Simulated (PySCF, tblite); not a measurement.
# C₅H₅F₃O: a rotation path, then NMR shifts on frames, part 2 of 2

tblite 0.8.0 and PySCF 2.14.0. Atoms count from 0. Earlier steps stand in the parts before.

## (5) Nuclear shieldings: image 5, PBE0/pcSseg-1

Job settings and geometry (Å):

```
{"job": {"kind": "nmr", "xc": "PBE0", "basis": "pcSseg-1", "pop": false}, "charge": 0, "multiplicity": 1}
F     -2.509200    -0.892700    -0.670100
C     -1.955100     0.071200     0.133600
C     -0.462700     0.017500     0.060100
C      0.342400    -0.997200     0.345500
C      1.755300    -0.552000     0.093700
F      2.409700    -1.342100    -0.799000
F      2.523700    -0.632200     1.218300
O      1.707000     0.733400    -0.351100
C      0.357800     1.176100    -0.425800
H     -2.340600     1.035300    -0.211100
H     -2.307100    -0.133700     1.150500
H      0.111000    -1.983100     0.696200
H      0.126600     1.433300    -1.464900
H      0.240600     2.065500     0.202000
```

Level: GIAO PBE0/pcSseg-1 NMR shielding, non-relativistic, gas phase.

Log:

```text
coarse grid: 12880 points
cycle   1  E = -567.3881832744  dE =  1.576e+00  |g| = 9.634e-01  |ddm| = 3.424e+00
cycle   2  E = -567.2433342551  dE =  1.448e-01  |g| = 1.393e+00  |ddm| = 1.443e+00
cycle   3  E = -567.5427363892  dE = -2.994e-01  |g| = 7.017e-02  |ddm| = 8.923e-01
cycle   4  E = -567.5434828815  dE = -7.465e-04  |g| = 3.960e-02  |ddm| = 9.342e-02
cycle   5  E = -567.5438380633  dE = -3.552e-04  |g| = 8.785e-03  |ddm| = 4.203e-02
cycle   6  E = -567.5438489826  dE = -1.092e-05  |g| = 4.866e-03  |ddm| = 9.318e-03
cycle   7  E = -567.5438543207  dE = -5.338e-06  |g| = 5.668e-04  |ddm| = 4.117e-03
final grid: 128920 points
cycle   8  E = -567.6282575286  dE = -4.831e-05  |g| = 1.123e-02  |ddm| = 3.170e-02
cycle   9  E = -567.6282349045  dE =  2.262e-05  |g| = 1.625e-02  |ddm| = 1.808e-02
cycle  10  E = -567.6282804218  dE = -4.552e-05  |g| = 1.004e-03  |ddm| = 1.091e-02
cycle  11  E = -567.6282806155  dE = -1.937e-07  |g| = 3.279e-04  |ddm| = 9.833e-04
cycle  12  E = -567.6282806316  dE = -1.610e-08  |g| = 1.447e-04  |ddm| = 2.696e-04
cycle  13  E = -567.6282806355  dE = -3.886e-09  |g| = 2.852e-05  |ddm| = 1.143e-04
cycle  14  E = -567.6282806357  dE = -1.558e-10  |g| = 1.359e-05  |ddm| = 3.226e-05
converged SCF energy = -567.6282806357

GIAO shielding tensors (ppm)
atom      isotropic    diamagn.    paramagn.     s11        s22        s33       span
  0 F      412.159     470.988     -58.829    365.848    397.153    473.477    107.629
  1 C      109.224     236.154    -126.930     78.550     87.243    161.879     83.329
  2 C       33.490     265.281    -231.791    -79.761     43.350    136.880    216.641
  3 C       52.460     253.050    -200.590    -53.930     72.073    139.236    193.166
  4 C       44.032     244.603    -200.571     32.041     37.222     62.834     30.793
  5 F      242.861     471.395    -228.535    162.992    240.134    325.456    162.464
  6 F      237.859     471.704    -233.845    156.746    232.422    324.409    167.663
  7 O      213.896     398.028    -184.132    152.902    194.191    294.594    141.692
  8 C      107.261     245.595    -138.334     69.697     96.698    155.387     85.690
  9 H       26.851      27.405      -0.554     22.523     27.525     30.506      7.984
 10 H       26.207      26.993      -0.785     22.415     26.239     29.968      7.553
 11 H       25.299      31.749      -6.450     23.813     24.161     27.924      4.111
 12 H       26.558      29.054      -2.496     22.620     25.767     31.288      8.668
 13 H       26.795      28.980      -2.185     22.603     26.311     31.471      8.868
```

Wall time 33 s (1 thread of Arm Neoverse N1, shared host); peak memory 0.83 GiB.

This run: δ C2 153.4, C4 142.9, C3 134.5, C8 79.7, H11 6.42, H10 5.51 ppm.

## (6) Nuclear shieldings: image 6, PBE0/pcSseg-1

Job settings and geometry (Å):

```
{"job": {"kind": "nmr", "xc": "PBE0", "basis": "pcSseg-1", "pop": false}, "charge": 0, "multiplicity": 1}
F     -2.499200    -1.087900    -0.378300
C     -1.954400     0.071200     0.105400
C     -0.463800     0.017600     0.045300
C      0.336000    -1.011500     0.291000
C      1.752000    -0.558200     0.078200
F      2.411000    -1.306300    -0.847400
F      2.512200    -0.694300     1.202300
O      1.711200     0.748400    -0.304000
C      0.364400     1.200200    -0.365000
H     -2.353800     0.893400    -0.496900
H     -2.302200     0.170300     1.140800
H      0.094600    -2.013100     0.585300
H      0.144200     1.516600    -1.390300
H      0.247100     2.053000     0.311500
```

Method: GIAO PBE0/pcSseg-1 NMR shielding, non-relativistic, gas phase.

Log:

```text
coarse grid: 12880 points
cycle   1  E = -567.3894439744  dE =  1.580e+00  |g| = 9.639e-01  |ddm| = 3.427e+00
cycle   2  E = -567.2439360230  dE =  1.455e-01  |g| = 1.393e+00  |ddm| = 1.478e+00
cycle   3  E = -567.5445814625  dE = -3.006e-01  |g| = 7.210e-02  |ddm| = 9.136e-01
cycle   4  E = -567.5453204992  dE = -7.390e-04  |g| = 4.327e-02  |ddm| = 9.510e-02
cycle   5  E = -567.5457342340  dE = -4.137e-04  |g| = 1.133e-02  |ddm| = 4.489e-02
cycle   6  E = -567.5457575386  dE = -2.330e-05  |g| = 5.068e-03  |ddm| = 1.202e-02
cycle   7  E = -567.5457635925  dE = -6.054e-06  |g| = 4.922e-04  |ddm| = 4.554e-03
final grid: 128920 points
cycle   8  E = -567.6295000975  dE = -4.563e-05  |g| = 1.136e-02  |ddm| = 3.285e-02
cycle   9  E = -567.6294767028  dE =  2.339e-05  |g| = 1.644e-02  |ddm| = 1.845e-02
cycle  10  E = -567.6295236157  dE = -4.691e-05  |g| = 1.064e-03  |ddm| = 1.116e-02
cycle  11  E = -567.6295238360  dE = -2.203e-07  |g| = 3.329e-04  |ddm| = 1.045e-03
cycle  12  E = -567.6295238526  dE = -1.658e-08  |g| = 1.575e-04  |ddm| = 2.980e-04
cycle  13  E = -567.6295238576  dE = -5.004e-09  |g| = 2.881e-05  |ddm| = 1.314e-04
cycle  14  E = -567.6295238578  dE = -1.592e-10  |g| = 1.351e-05  |ddm| = 3.194e-05
converged SCF energy = -567.6295238578

GIAO shielding tensors (ppm)
atom      isotropic    diamagn.    paramagn.     s11        s22        s33       span
  0 F      419.517     470.969     -51.452    380.879    404.761    472.912     92.033
  1 C      107.327     236.753    -129.426     77.381     85.826    158.773     81.392
  2 C       32.529     265.774    -233.245    -78.750     44.311    132.027    210.776
  3 C       55.492     252.529    -197.037    -48.785     73.127    142.134    190.919
  4 C       44.177     244.664    -200.487     32.307     37.616     62.608     30.301
  5 F      242.749     471.437    -228.688    162.225    240.487    325.536    163.311
  6 F      240.139     471.654    -231.515    157.534    237.944    324.940    167.406
  7 O      215.455     398.019    -182.564    153.516    195.716    297.134    143.619
  8 C      108.421     245.537    -137.116     71.786     98.157    155.319     83.533
  9 H       26.717      27.353      -0.636     22.145     27.539     30.465      8.320
 10 H       26.183      26.798      -0.615     22.351     26.181     30.016      7.665
 11 H       25.343      31.724      -6.381     23.768     24.295     27.964      4.196
 12 H       26.693      29.063      -2.370     22.675     25.837     31.567      8.892
 13 H       26.823      28.965      -2.142     22.664     26.299     31.506      8.842
```

Wall time 33 s (1 thread of Arm Neoverse N1, shared host); peak memory 0.83 GiB.

This run: δ C2 154.4, C4 142.7, C3 131.4, C1 79.6, H11 6.37, H10 5.53 ppm.

## (7) Shielding tensors: image 8, PBE0/pcSseg-1

Job settings and geometry (Å):

```
{"job": {"kind": "nmr", "xc": "PBE0", "basis": "pcSseg-1", "pop": false}, "charge": 0, "multiplicity": 1}
F     -2.488000    -1.168400     0.299300
C     -1.952900     0.063100     0.050100
C     -0.465900     0.005500     0.016400
C      0.331600    -1.040200     0.184700
C      1.749900    -0.567100     0.046300
F      2.415600    -1.206800    -0.956300
F      2.501000    -0.832400     1.150500
O      1.712700     0.774900    -0.190900
C      0.365700     1.230600    -0.238700
H     -2.352100     0.400200    -0.914600
H     -2.301100     0.735200     0.844200
H      0.084700    -2.063600     0.383500
H      0.173600     1.668300    -1.224600
H      0.224300     2.000300     0.527900
```

With the program's defaults for keys left out, this is: GIAO PBE0/pcSseg-1 NMR shielding, non-relativistic, gas phase.

Log:

```text
coarse grid: 12880 points
cycle   1  E = -567.3908808566  dE =  1.582e+00  |g| = 9.640e-01  |ddm| = 3.429e+00
cycle   2  E = -567.2443215340  dE =  1.466e-01  |g| = 1.394e+00  |ddm| = 1.503e+00
cycle   3  E = -567.5465850848  dE = -3.023e-01  |g| = 7.519e-02  |ddm| = 9.316e-01
cycle   4  E = -567.5473379889  dE = -7.529e-04  |g| = 4.756e-02  |ddm| = 9.794e-02
cycle   5  E = -567.5478340298  dE = -4.960e-04  |g| = 1.265e-02  |ddm| = 4.789e-02
cycle   6  E = -567.5478659319  dE = -3.190e-05  |g| = 4.878e-03  |ddm| = 1.337e-02
cycle   7  E = -567.5478715205  dE = -5.589e-06  |g| = 4.295e-04  |ddm| = 4.543e-03
final grid: 128920 points
cycle   8  E = -567.6321699097  dE = -4.501e-05  |g| = 1.182e-02  |ddm| = 3.177e-02
cycle   9  E = -567.6321440720  dE =  2.584e-05  |g| = 1.721e-02  |ddm| = 1.943e-02
cycle  10  E = -567.6321952753  dE = -5.120e-05  |g| = 1.071e-03  |ddm| = 1.173e-02
cycle  11  E = -567.6321954980  dE = -2.227e-07  |g| = 3.570e-04  |ddm| = 1.067e-03
cycle  12  E = -567.6321955185  dE = -2.048e-08  |g| = 1.586e-04  |ddm| = 3.282e-04
cycle  13  E = -567.6321955237  dE = -5.273e-09  |g| = 2.846e-05  |ddm| = 1.363e-04
cycle  14  E = -567.6321955239  dE = -1.494e-10  |g| = 1.317e-05  |ddm| = 2.997e-05
converged SCF energy = -567.6321955239

GIAO shielding tensors (ppm)
atom      isotropic    diamagn.    paramagn.     s11        s22        s33       span
  0 F      432.053     470.606     -38.553    412.589    418.517    465.052     52.463
  1 C      104.423     237.466    -133.043     75.349     84.119    153.801     78.452
  2 C       32.131     266.236    -234.105    -76.114     46.337    126.169    202.283
  3 C       60.063     251.672    -191.609    -37.635     74.811    143.014    180.649
  4 C       44.564     244.733    -200.169     33.294     37.835     62.563     29.269
  5 F      242.446     471.587    -229.140    159.160    242.633    325.547    166.387
  6 F      243.820     471.428    -227.608    160.076    245.338    326.045    165.969
  7 O      216.868     397.966    -181.098    153.345    195.185    302.073    148.729
  8 C      110.442     245.768    -135.327     76.174    100.252    154.899     78.726
  9 H       26.327      26.925      -0.597     21.844     27.033     30.105      8.261
 10 H       26.324      26.915      -0.592     21.835     27.032     30.104      8.269
 11 H       25.485      31.822      -6.337     23.739     24.730     27.987      4.248
 12 H       26.856      29.053      -2.197     22.728     26.132     31.707      8.979
 13 H       26.858      29.043      -2.185     22.723     26.133     31.718      8.995
```

Wall time 32 s (1 thread of Arm Neoverse N1, shared host); peak memory 0.83 GiB.

Key values: δ C2 154.8, C4 142.4, C3 126.9, C1 82.5, H11 6.23, H10 5.39 ppm.

## (8) Side by side: NMR shifts

Shifts (ppm) of some atoms, chosen among heavy atoms and hydrogens apart, with basis size and wall time:

| frame | C2 | C3 | C1 | H11 | H9 | F6 | F0 | functions | time |
| --- | --- | --- | --- | --- | --- | --- | --- | --- | --- |
| image 0 | 156.7 | 124.0 | 82.9 | 5.74 | 5.69 | -68.2 | -266.4 | 178 | 33 s |
| image 2 | 153.1 | 132.0 | 80.2 | 6.10 | 5.22 | -68.4 | -248.6 | 178 | 33 s |
| image 5 | 153.4 | 134.5 | 77.7 | 6.42 | 4.87 | -66.9 | -241.2 | 178 | 33 s |
| image 6 | 154.4 | 131.4 | 79.6 | 6.37 | 5.00 | -69.2 | -248.6 | 178 | 33 s |
| image 8 | 154.8 | 126.9 | 82.5 | 6.23 | 5.39 | -72.9 | -261.1 | 178 | 32 s |

## (9) What came out

The summary covers parts 1 to 2.

| quantity | value |
| --- | --- |
| barrier | 0.067 eV (1.6 kcal/mol) at image 5 |
| end to end (GFN2-xTB) | 0.012 eV |
| ¹³C shifts against TMS (PBE0/pcSseg-1, image 0) | 156.7, 142.9, 124.0, 82.9, 78.8 ppm |
| ¹H shifts against TMS (PBE0/pcSseg-1, image 0) | 5.79, 5.74, 5.69, 5.34, 5.21 ppm |
| ¹⁹F shifts against CFCl3 (PBE0/pcSseg-1, image 0) | -68.2, -70.0, -266.4 ppm |
| ¹⁷O shifts against H2O (PBE0/pcSseg-1, image 0) | 119.5 ppm |
| range of the shift of F0 | -266.4 to -241.2 ppm |

What this shows: Along the band the dihedral turns by 159°, and the top (dihedral 119°) lies 1.6 kcal/mol above the start (GFN2-xTB, rough), so at room temperature this motion is fast. Ends this close can change order at a higher level. The top was not checked by a frequency run. Shifts at one fixed geometry are not the observed spectrum, which averages over the motion. In the first frame run (image 0): Shielding is most anisotropic at C2 (span 205 ppm, paramagnetic term -235 ppm). In ppm, F0 moves most: its shift spreads over 25.2 ppm, from -266.4 (image 0) to -241.2 (image 5).
